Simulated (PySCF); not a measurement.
**CsAs: from the state search to spectroscopic constants**

One job finds the state of CsAs, follows it along the bond with each method and fits the curves.

Computed with PySCF 2.14.0. Level: Cs def2-SVP with ECP46, As def2-SVP, scalar-relativistic core potentials.

**1. Set-up**

A driver script around PySCF takes these settings:

- atoms: Cs, As
- charge: 0
- basis: Cs def2-SVP with ECP46, As def2-SVP
- Hamiltonian: scalar-relativistic core potentials
- basis functions: 56
- electrons treated: 42
- masses in u: 132.9054, 74.9216
- levels: PBE0, PBE, r²SCAN, M06, BP86, BLYP, HF, MP2, SCS-MP2
- grid: 80 radial by 434 angular points
- occupations: held fixed by the projection of orbital angular momentum
- dissociation limit: Cs + As, each in its ground configuration
- starting distance in angstrom: 3.380
- values of 2S to try: 0, 2, 4

Command:

```console
$ OMP_NUM_THREADS=1 python dia.py task.json out
```

The runs that follow: PBE0 along the bond; Other states along the same grid; PBE (GGA); r²SCAN (meta-GGA); M06; BP86; BLYP; UHF (mean field).

**Question.** What will these runs give? Wanted: for each run, Re; ωe; De; μ.

The runs gave:

Lowest PBE0 solution found, without spin–orbit coupling: ³Σ⁻ (triplet), unpaired electrons π ↑↑. State 2 has its PBE0 minimum 0.26 eV higher. State 3 has its PBE0 minimum 0.34 eV higher, as a spin-mixed determinant (⟨S²⟩ = 1.01), so this is no gap between pure states. State 4 has its PBE0 minimum 0.58 eV higher, as a spin-mixed determinant (⟨S²⟩ = 1.01), so this is no gap between pure states. The other levels ran on the lowest alone.

```
      level  Re (Å)  ωe (cm⁻¹)  De (eV)  μ (D)
    UHF-MP2   3.489      112.2     0.58    n/a
UHF-SCS-MP2   3.505      110.0     0.61    n/a
        PBE   3.466      109.5     1.28  -7.88
       BLYP   3.514      104.5     1.26  -7.55
       BP86   3.464      109.8     1.30  -8.04
     r²SCAN   3.468      112.0     1.24  -9.20
       PBE0   3.444      115.4     1.18  -9.24
        M06   3.424      120.1     1.35  -9.72
```

De is counted to Cs + As in their ground configurations. A positive dipole means Cs(−)As(+). No constants: UHF (the points don't follow one smooth fit).

**Reading.** The methods spread over 0.090 Å in bond length, from M06 to BLYP. Among the levels with a De in the table, it runs from 0.58 eV (UHF-MP2) to 1.35 eV (M06).

Correlated steps freeze 9 core orbitals. These are scalar-relativistic numbers at best; spin–orbit coupling would shift them, the dissociation energy most. With spin–orbit coupling the term label itself may not hold.
